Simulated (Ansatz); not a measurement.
# BGaH₄O: basis-set convergence

The task here is to estimate one member of a computed series from the others.

Computed with Ansatz 0.2.0, Gaussian basis. Level: one geometry, several basis sets.

Levels to be run: PBE0-D4/def2-SVP; ωB97M-V/def2-SVP; PBE0-D4/def2-QZVPP; ωB97M-V/def2-QZVPP; the functionals' def2-TZVPP values are taken from earlier runs.

### The geometry

An earlier PBE0-D4 in a triple-zeta def2 set relaxation fixed the geometry.

SMILES `O[BH][GaH2]`, 7 atoms, charge 0, spin multiplicity 1.

Atoms are counted from 1 here; the program's logs count them from 0.

Bond lengths: O1–B2 1.354 Å, O1–H4 0.962 Å, B2–Ga3 2.100 Å, B2–H5 1.210 Å, Ga3–H6 1.579 Å, Ga3–H7 1.579 Å. Angles: B2–O1–H4 113.8°, O1–B2–Ga3 119.2°, O1–B2–H5 118.2°, Ga3–B2–H5 122.6°, B2–Ga3–H6 122.5°, B2–Ga3–H7 122.5°, H6–Ga3–H7 114.9°.

The first run:

in.yaml reads:

```yaml
crystal:
  periodic: [false, false, false]
  atoms:
    - {symbol: O, position_ang: [-1.530769, -0.581629, -0.508676]}
    - {symbol: B, position_ang: [-0.295197, -0.054064, -0.680610]}
    - {symbol: Ga, position_ang: [0.919435, 0.279928, 1.000197]}
    - {symbol: H, position_ang: [-2.019142, -0.701379, -1.329022]}
    - {symbol: H, position_ang: [0.063863, 0.206682, -1.805854]}
    - {symbol: H, position_ang: [0.925652, 1.650444, 1.783467]}
    - {symbol: H, position_ang: [1.936158, -0.799981, 1.540498]}
basis:
  gaussian: {orbitals: def2-SVP}
hamiltonian: {xc: pbe0, dispersion: d4}
output: {orbitals: {seedname: orbitals}}
```

Launch:

```console
$ ansatz run in.yaml --threads 2 --pin off --events-out ev --progress --plain --max-ram 4352MiB
```

Steps of the session up to this table: PBE0-D4 in def2-SVP; ωB97M-V in def2-SVP; PBE0-D4 in def2-QZVPP; ωB97M-V in def2-QZVPP.

One table of the session follows, with a row left open; its other results are not shown here.

It belongs to the step «Density functionals: the series». 

```
functional       basis  HOMO (eV)  LUMO (eV)
   PBE0-D4    def2-SVP          ?          ?
   PBE0-D4  def2-TZVPP      -7.11      -1.57
   PBE0-D4  def2-QZVPP      -7.13      -1.61
   ωB97M-V    def2-SVP      -9.12       0.25
   ωB97M-V  def2-TZVPP      -9.25       0.12
   ωB97M-V  def2-QZVPP      -9.27      -0.04
```

Q: Estimate the row for PBE0-D4, def2-SVP from the others.

The run gave: HOMO (eV): -7.02; LUMO (eV): -1.48. In the column «HOMO (eV)» it is the highest.
